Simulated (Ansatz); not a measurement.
Working through a check of PAW against all-electron LAPW of Sn2PdAu, space group P-3m1

With the Python package of Ansatz (0.2.0).

At the Python prompt:
```pycon
>>> import ansatz as az
>>> import numpy as np
>>> def count_gap(report):
...     # lowest empty less highest filled band, counting bands; zero where they overlap
...     return max(report.get("gap_by_band_count_ev") or 0.0, 0.0)
...
>>> lattice = az.Lattice.of(
...     (4.16302, 0.0, 0.0),
...     (-2.08151, 3.60528, 0.0),
...     (0.0, 0.0, 5.6983),
... )
>>> sites = [
...     ("Sn", (1 / 3, 2 / 3, 0.23547)),
...     ("Sn", (2 / 3, 1 / 3, 0.76453)),
...     ("Pd", (0.0, 0.0, 0.0)),
...     ("Au", (0.0, 0.0, 0.5)),
... ]
>>> cell = az.Crystal(lattice=lattice)
>>> for symbol, position in sites:
...     cell = cell.atom(symbol, position)
...
>>> cell.resolved().tree()["lattice"]
((4.16302, 0.0, 0.0), (-2.08151, 3.60528, 0.0), (0.0, 0.0, 5.6983))
>>> job = cell.calculation()
>>> job = job.functional("lda")
>>> job = job.kpoints(7, 7, 5)
>>> job = job.occupations("Gaussian").stress()
>>> job = job.forces()
>>> job = job.band_table()
>>> variants = {
...     "PAW": job.pseudopotentials("paw"),
...     "LAPW": job.pseudopotentials("all_electron", lapw=True),
... }
>>> # totals differ by the cores that each treatment holds, so compare what does not depend on them
>>> rows = []
>>> for label, variant in variants.items():
...     r = variant.run().report
...     levels = np.array(r["eigenvalues_ev"][0]) - r["fermi_energy_ev"]
...     print(label, "levels at the first k-point near E_F:", np.round(levels[np.abs(levels) < 5], 3))
...     rows.append((label, r["n_electrons"], np.trace(r["stress_gpa"]) / 3, float(np.abs(r["forces_ev_ang"]).max()), count_gap(r)))
...
DeckWarning: basis.ecutwfc = 420 eV, auto-derived from the records' recommended cutoffs: set by Sn (normal level)
PAW levels at the first k-point near E_F: [-4.779 -4.779 -3.515 -3.515 -2.651 -2.651 -0.386  1.811  1.811  3.819
  4.222  4.222  4.553]
LAPW levels at the first k-point near E_F: [-4.781 -4.781 -3.517 -3.517 -2.653 -2.653 -0.386  1.811  1.811  3.819
  4.223  4.223  4.552]
>>> print("     treatment  electrons in bands           P GPa  max force component eV/A  gap by band count eV")
     treatment  electrons in bands           P GPa  max force component eV/A  gap by band count eV
>>> for row in rows:
...     print(f"{str(row[0]):>14s}  {row[1]:18.1f}  {row[2]:14.3f}  {row[3]:24.4f}  {row[4]:20.3f}")
...
           PAW                65.0          -5.060                    0.0339                 0.000
          LAPW               115.0          -5.063                    0.0348                 0.000
```

PAW gives -5.060 GPa and LAPW -5.063 GPa, 0.004 GPa apart. They took 5.5 and 62.7 s of processor time.

Notes:
- The computed bands are complete only to about 4.9 eV above the Fermi level.
- The mesh is modest for a metal, so energies can be off by several to tens of meV an atom and pressures by half a GPa or more; differences at equal mesh fare better.
- A gap by band count of zero or less means overlapping bands, a metal, and at an odd count of electrons it is no gap at all.
- At these settings the cell as given stands under about -5 GPa, so it isn't at this functional's equilibrium volume.
- This cell is a computed structure, which may not be the phase found in nature.
- Gaps and levels are Kohn-Sham values on a finite set of k-points, without spin-orbit coupling.
- Warnings are shown shortened and without file and line.
- Pressure is positive in compression; the treatments may keep other shells as core, so totals and counts of electrons can differ.
- Wall time of the script: 69 s on 1 thread of Arm Neoverse V1 (shared host), peak memory 0.89 GiB.
